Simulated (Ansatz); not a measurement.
This script makes a scan of the energy under strain of La₃Ga, space group Pm-3m with Ansatz 0.2.0 through its Python package.

Script `la3ga.py`:
```python
"""A shear strain scan of La3Ga."""

import ansatz
import numpy as np

vectors0 = np.array([
    [4.930683, 0.0, 0.0],
    [0.0, 4.930683, 0.0],
    [0.0, 0.0, 4.930683],
])
sites = [
    ("La", (0.0, 0.5, 0.5)),
    ("La", (0.5, 0.5, 0.0)),
    ("La", (0.5, 0.0, 0.5)),
    ("Ga", (0.0, 0.0, 0.0)),
]


def crystal_on(cell):
    crystal = ansatz.Crystal(lattice=ansatz.Lattice.of(cell))
    for symbol, position in sites:
        crystal = crystal.atom(symbol, position)
    return crystal

# clamped ions: the fractional positions stay as typed
values = np.linspace(-0.03, 0.03, 5)
energies = []
for d in values:
    strain = np.array([[0, d / 2, 0], [d / 2, 0, 0], [0, 0, 0]])
    cell = vectors0 @ (np.eye(3) + strain)
    model = (
        crystal_on(cell).calculation()
        .functional("lda")
        .occupations(ansatz.OccupationsMethod.COLD, width=100 * ansatz.meV)
        .basis(520)
        .kpoints(7, 7, 7)
        .stress()
    )
    rep = model.run(threads=1).report
    energies.append(rep["free_energy_ev"] / len(sites))
    s = rep["stress_gpa"]
    print(f"d = {d:+.4f}  stress xx yy zz xy (GPa, compression positive): {s[0][0]:8.3f} {s[1][1]:8.3f} {s[2][2]:8.3f} {s[0][1]:8.3f}")
energies = np.array(energies)

for value, e in zip(values, energies):
    print(f"strain {value:7.3f}   E - Emin = {1000 * (e - energies.min()):9.3f} meV/atom")
np.savetxt("strain.csv", np.column_stack([values, energies]), fmt="%.6f", delimiter=",", header="strain,energy_eV_per_atom")
curvature = 2 * np.polyfit(values, energies, 3)[1]
volume = abs(np.linalg.det(vectors0)) / len(sites)
print(f"d2E/dd2 over the volume: {curvature / volume * 160.21766:.1f} GPa")
```

How much energy does this shear strain cost, and what curvature follows?

Against the unstrained cell the energy per atom changes by +1.29 meV at one end of the scan and +1.29 meV at the other, and its second derivative over the volume is 15.3 GPa.

The output:

```console
$ python la3ga.py
d = -0.0300  stress xx yy zz xy (GPa, compression positive):   -3.840   -3.840   -3.879    0.527
d = -0.0150  stress xx yy zz xy (GPa, compression positive):   -3.875   -3.875   -3.885    0.256
d = +0.0000  stress xx yy zz xy (GPa, compression positive):   -3.887   -3.887   -3.887    0.000
d = +0.0150  stress xx yy zz xy (GPa, compression positive):   -3.875   -3.875   -3.885   -0.256
d = +0.0300  stress xx yy zz xy (GPa, compression positive):   -3.840   -3.840   -3.879   -0.527
strain  -0.030   E - Emin =     1.288 meV/atom
strain  -0.015   E - Emin =     0.316 meV/atom
strain   0.000   E - Emin =     0.000 meV/atom
strain   0.015   E - Emin =     0.316 meV/atom
strain   0.030   E - Emin =     1.288 meV/atom
d2E/dd2 over the volume: 15.3 GPa
```

File `strain.csv` afterwards:
```csv
# strain,energy_eV_per_atom
-0.030000,-5484.112782
-0.015000,-5484.113754
0.000000,-5484.114070
0.015000,-5484.113754
0.030000,-5484.112782
```

Absolute energies stand on the zero of these potentials, so only differences at equal settings mean something. The curvature belongs to this strain pattern and to the cell's stress; it equals a single elastic constant only for simple patterns. In a metal a curvature from energy changes of a few meV or less hangs on mesh and smearing, in size and even in sign. This cell is a computed structure, which may not be the phase found in nature. The ions keep their fractional positions (clamped ions). The whole script took 69 s on 1 thread of Arm Neoverse V2 (shared host), peak memory 0.59 GiB.
